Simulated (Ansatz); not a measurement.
Working through an atomisation energy of CH4BBrO, SMILES CB(O)Br

Computed with Ansatz 0.2.0 through its Python package.

The cells in order, each with its output:

```python
from collections import Counter

import ansatz as az
```

```python
config = {
    "basis_set": "def2-SVPD",
    "level": "mp2",
}
```

```python
def total_energy(molecule, charge=0, unpaired=0):
    calc = molecule.calculation().basis(gaussian=config["basis_set"]).correlation(config["level"])
    if charge:
        calc = calc.charge(charge)
    if unpaired:
        calc = calc.spin("collinear", total=unpaired)
    report = calc.run(threads=1).report
    if report["published_state_doubts"]:
        print("  doubts:", report["published_state_doubts"])
    return report["free_energy_ev"]

GEOMETRY = """
C    -0.09880    0.93310   -0.00420
B    -0.17850   -0.60920   -0.10970
O     0.26290   -1.41520    0.99750
Br   -0.79650   -1.48620   -1.76270
H     0.26540    1.28460    0.94830
H     0.49090    1.40010   -0.82860
H    -1.15160    1.37470   -0.12160
H     1.29830   -1.53900    0.82520
"""

system = az.Crystal.molecule()
for line in GEOMETRY.strip().splitlines():
    symbol, *xyz = line.split()
    system = system.atom(symbol, [float(v) for v in xyz])
```

```python
# Hund ground states
unpaired = {"C": 2, "B": 1, "O": 2, "Br": 1, "H": 1}
counts = Counter(site.symbol for site in system.cartesian_sites)
atom_energy = {s: total_energy(az.Crystal.molecule().atom(s, (0, 0, 0)), 0, unpaired[s]) for s in counts}
whole = total_energy(system, 0, 0)
for s, e in atom_energy.items():
    print(f"{s:2s} x{counts[s]}  {e:14.5f} eV")
print(f"CH4BBrO: {whole:.5f} eV")
split = sum(counts[s] * e for s, e in atom_energy.items()) - whole
print(f"atomisation energy (no zero-point term): {96.485332 * split:.1f} kJ/mol, {split / sum(counts.values()):.3f} eV an atom")
```

    C  x1     -1025.86273 eV
    B  x1      -667.72875 eV
    O  x1     -2036.27028 eV
    Br x1    -69995.77339 eV
    H  x4       -13.58606 eV
    CH4BBrO: -73810.81808 eV
    atomisation energy (no zero-point term): 2975.5 kJ/mol, 3.855 eV an atom

2975.5 kJ/mol from the electronic energies, without the zero-point term.

Reading the output:
- Total energies depend on the basis set; only differences at equal settings carry meaning.
- The geometry is a force-field or estimated start, not a minimum of this method, and the basis set is short of its limit. All parts are taken at fixed geometry, without zero-point energy.
- In double-zeta sets correlated atomisation energies come out some 10 to 15 % low.
- The spin-orbit lowering of heavy atoms is left out.
- Finished in 4.7 s on 1 thread of Arm Neoverse V2, on a shared host, peak memory 0.35 GiB.
